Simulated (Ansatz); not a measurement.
# ScCd: the cost of one run

Computed with Ansatz 0.2.0 (DFT, LDA, PAW with Ansatz's default frozen-core files, scalar-relativistic, unless a step's input says otherwise).

1 further run of the same task is left out (set aside as unsound or not needed).

## (1) Starting point

The structure is cubic, space group Pm-3m (No. 221). Conventional cell: a = 3.526 Å, b = 3.526 Å, c = 3.526 Å, α = 90.00°, β = 90.00°, γ = 90.00°. Sc (site symmetry m-3m) is surrounded by 8 Cd at 3.05 Å. Cd (site symmetry m-3m) is surrounded by 8 Sc at 3.05 Å.

Structure file:

```xyz
2
Lattice="3.5263 0.0000 0.0000 0.0000 3.5263 0.0000 0.0000 0.0000 3.5263" Properties=species:S:1:pos:R:3 pbc="T T T"
Sc    1.7631    1.7631    1.7631
Cd    0.0000    0.0000    0.0000
```

Whether this phase is the stable one at these pressures isn't tested.

Atoms are numbered in the order of the input: Sc1, Cd2.

## (2) Atoms relaxed at the given volume, PAW

input.yaml

```yaml
crystal:
  lattice:
    - [3.52625559, 0.0, 0.0]
    - [0.0, 3.52625559, 0.0]
    - [0.0, 0.0, 3.52625559]
  atoms:
    - { symbol: Sc, position: [0.5, 0.5, 0.5] }
    - { symbol: Cd, position: [0.0, 0.0, 0.0] }
kpoints:
  mp_grid: { grid: [10, 10, 10] }
scf:
  occupations: { method: fermi_dirac, width: 0.05 }
hamiltonian:
  xc: lda
  pseudopotentials: { kind: paw }
output:
  forces: true
  stress: true
  write_density: true
  write_potential: true
  elf: true
  volumetric_format: npy
relax:
  f_tol: 0.01
  max_steps: 30
```

On the command line:

```
ansatz run input.yaml --threads 1 --pin off --max-ram 2048MiB --backend cpu --events-out ev --progress --plain --runs-dir out
```

What time and memory should one allow on 1 thread of AMD EPYC 9R45 (Zen 5), shared host?

About 1.1 s, with a peak of 0.42 GiB.
